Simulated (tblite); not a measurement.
# CH10BClSi3: the cost of one run

Computed with tblite 0.8.0 and PySCF 2.14.0; each step states its level. No surroundings beyond the atoms listed, unless a continuum is named. Atoms count from 0, parts from 1.

### 1 Starting point

16 atoms, charge 0, multiplicity 1; geometry: distance geometry start.

### 2 Relaxing the cluster with GFN2-xTB

What the job is given:

```
{"job": {"kind": "relax", "xc": "GFN2-xTB", "basis": "xTB"}, "charge": 0, "multiplicity": 1}
Si    -0.388958     0.237594    -0.065976
Si     1.229251     0.212833    -1.585276
C     -0.530673    -1.403298     0.739757
B     -2.107164     0.657318    -0.949967
Si    -3.610262    -0.460106    -0.445326
Cl     0.006017     1.755627     1.404680
H      2.387041     0.833749    -1.023274
H      0.830256     0.950018    -2.738670
H      1.524089    -1.130916    -1.944087
H     -1.076525    -1.314203     1.623864
H     -0.970586    -2.079361     0.092859
H      0.467255    -1.728587     0.981766
H     -2.043625     0.922688    -2.072084
H     -4.059676    -1.224956    -1.545061
H     -3.218409    -1.331031     0.608128
H     -4.665562     0.365609     0.037435
```

With the program's defaults for keys left out, this is: GFN2-xTB geometry optimisation, gas phase.

The run is started by

```bash
$ OMP_NUM_THREADS=1 python cluster_run.py task.json out
```

This one command runs all jobs of the session in turn.

Q: Estimate the wall time of this first job on 1 thread of Arm Neoverse V2, shared host.

About 5 s.
